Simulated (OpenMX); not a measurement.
AgRh in OpenMX: the effect of volume scale

AgRh:

```
Ag Rh
1.0
     2.66172    0.00000    0.00000
    -1.33086    2.30512    0.00000
     0.00000    0.00000    4.60801
Ag Rh
1 1
Direct
  0.00000 0.00000 0.50000
  0.66667 0.33333 0.00000
```

The cell comes from a database or a generator and needn't be the stable form of this composition.

Alike in all runs:

- Program: OpenMX 3.8.5
- Task: single point
- Functional: PBE
- Potentials or basis: OpenMX 2013 PBE set, Ag7.0-s3p2d2, Rh7.0-s3p2d2, grid cutoff 400 Ry
- k mesh: 9 × 9 × 5
- Occupations: fermi-dirac, width 0.05 eV
- Spin: no spin polarisation

| volume scale | pressure (GPa) |
| --- | --- |
| 0.88 | 31.6 |
| 0.92 | ? |
| 0.96 | 9.3 |
| 1 | 1.8 |
| 1.04 | -4.3 |
| 1.08 | -8.6 |

**Question.** What does the run with volume scale 0.92 give?

**Answer.** Pressure 18.9 GPa.

Worked out: A parabola through the other rows of the pressure, of slope -274 GPa per unit of volume scale there, gives 19.6 GPa, against the run's 18.9.

Caveats: the basis of atomic orbitals isn't converged, which shifts pressures, moduli and gaps.
